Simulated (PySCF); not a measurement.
# C2H3Br3Ge (Ge(vinyl)Br3): the cost of one run

Programs: PySCF 2.14.0, with routines of our own; each step states its level. All values are computed. Atoms count from 0.

## Step 1: The starting structure

9 atoms, charge 0, multiplicity 1; geometry from: GFN2-xTB.

## Step 2: NMR shieldings: PBE/pcJ-1 Br:dyall-v2z Ge:dyall-v2z, spin–orbit

The job: settings as JSON, then the geometry in Å.

```
{"job": {"kind": "hnmr", "xc": "PBE", "basis": {"default": "pcJ-1", "Br": "dyall-v2z", "Ge": "dyall-v2z"}, "rel": "so"}, "charge": 0, "multiplicity": 1}
Ge    -0.178240     0.314700    -1.193980
C     -0.200940     0.317020     0.806680
C      0.369060    -0.634440     1.518460
H     -0.714310     1.154240     1.256360
H      0.881410    -1.469500     1.064460
H      0.348590    -0.620190     2.598060
Br     2.018490     0.308170    -2.013580
Br    -1.278530     2.219770    -1.986330
Br    -1.245540    -1.589770    -2.050120
```

With the program's defaults for keys left out, this is: PBE/pcJ-1 Br:dyall-v2z Ge:dyall-v2z GIAO NMR shielding, X2C with spin-orbit coupling, screened-nuclear two-electron part, Gaussian nuclei, gas phase.

Started as:

```
$ OMP_NUM_THREADS=1 python heavy_run.py task.json out
```

One launch serves the whole session: the jobs run in the order shown.

**Question.** How long does this first job take on 1 thread of AMD EPYC, shared host, and how much memory does it need?

About 7.2 min, with a peak of 2 GiB.
